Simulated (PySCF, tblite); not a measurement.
**CH₃Cl₃Ge, a small molecule taken as a stand-in for a surface group: NMR shifts, core binding energies and electronic excitations**

Wanted: the NMR shifts, core binding energies and electronic excitations for `[CH3][Ge]([Cl])([Cl])[Cl]`.

Computed with tblite 0.8.0 and PySCF 2.14.0; each step states its level. No surroundings beyond the atoms listed, unless a continuum is named. Atoms count from 0, parts from 1.

## 1. Starting point

8 atoms, charge 0, multiplicity 1; geometry: distance geometry start.

## 2. Geometry optimisation with GFN2-xTB

Job settings and geometry (Å):

```
{"job": {"kind": "relax", "xc": "GFN2-xTB", "basis": "xTB"}, "charge": 0, "multiplicity": 1}
Ge    -2.130249    -0.604719    -0.157424
Cl    -3.330213    -2.145484    -1.203902
Cl    -1.821953     1.150488    -1.499751
Cl    -3.166708     0.039733     1.679090
C     -0.408629    -1.367327     0.292908
H     -0.123974    -2.012967    -0.441968
H     -0.496222    -1.874242     1.205539
H      0.301242    -0.589626     0.366408
```

Method: GFN2-xTB geometry optimisation, gas phase.

The run is started by

```
$ OMP_NUM_THREADS=1 python cluster_run.py task.json out
```

One launch serves the whole session: the jobs run in the order shown.

**Question.** The jobs that follow are: PBE0-D3(BJ)/def2-SVP geometry optimisation, gas phase; GIAO PBE0/pcSseg-2 NMR shielding, non-relativistic, gas phase; delta-SCF UKS SCAN, pcX-2 on the ionised atom, pcseg-1 elsewhere, spin-free X2C; TDDFT CAM-B3LYP/def2-SVPD, vertical, gas phase, core orbitals frozen in the response. Predict: point group; rotational constants (main isotopes); 13C shifts against TMS (PBE0/pcSseg-2); 1H shifts against TMS (PBE0/pcSseg-2, means over atoms taken as alike); 73Ge shifts against GeMe4 (PBE0/pcSseg-2); 35Cl shifts against HCl (PBE0/pcSseg-2, means over atoms taken as alike); Cl2p binding energies, SCAN/pcX-2; C1s binding energies, SCAN/pcX-2; lowest singlet (CAM-B3LYP/def2-SVPD); brightest single state of those computed; lowest triplet; vertical ionisation energy (ΔSCF); vertical electron affinity (ΔSCF).

As calculated:

| quantity | value |
| --- | --- |
| point group | C3v |
| rotational constants (main isotopes) | 1.58, 1.57, 1.20 GHz |
| 13C shifts against TMS (PBE0/pcSseg-2) | 16.0 ppm |
| 1H shifts against TMS (PBE0/pcSseg-2, means over atoms taken as alike) | 1.24 ppm |
| 73Ge shifts against GeMe4 (PBE0/pcSseg-2) | 154 ppm |
| 35Cl shifts against HCl (PBE0/pcSseg-2, means over atoms taken as alike) | 148 ppm |
| Cl2p binding energies, SCAN/pcX-2 | Cl1 206.61 eV |
| C1s binding energies, SCAN/pcX-2 | C4 291.47 eV |
| lowest singlet (CAM-B3LYP/def2-SVPD) | 6.62 eV (187 nm), f = 0.000 |
| brightest single state of those computed | state 4, 6.93 eV, f = 0.093 |
| lowest triplet | 6.17 eV |
| vertical ionisation energy (ΔSCF) | 11.53 eV |
| vertical electron affinity (ΔSCF) | -0.21 eV (unbound: the value hangs on the basis) |

**Reading.** Over 6 steps the energy fell by 0.043 eV; of the close pairs, Ge0–C4 changed most, 1.970 to 1.923 Å (PBE0/def2-SVP). At PBE0/pcSseg-2: The largest span, 343 ppm, is at Cl1, Cl2, Cl3, where the paramagnetic term is -355 ppm. The first singlet state (HOMO→LUMO 0.93) lies at 6.62 eV and is dark; of the 6 states computed, the strongest absorption comes from states 2 to 4 together at 6.93 eV. The lowest triplet lies 0.45 eV below the lowest singlet (triplets in Tamm-Dancoff, singlets in full TDDFT). The orbital energy would give 10.62 eV for ionisation, ΔSCF gives 11.53 eV. In this run the hole sits in HOMO−1, not in the HOMO; unless the two are degenerate, this need not be the first ionisation. Spin-orbit coupling is left out, which matters for shieldings and couplings at and beside the heavy atoms.
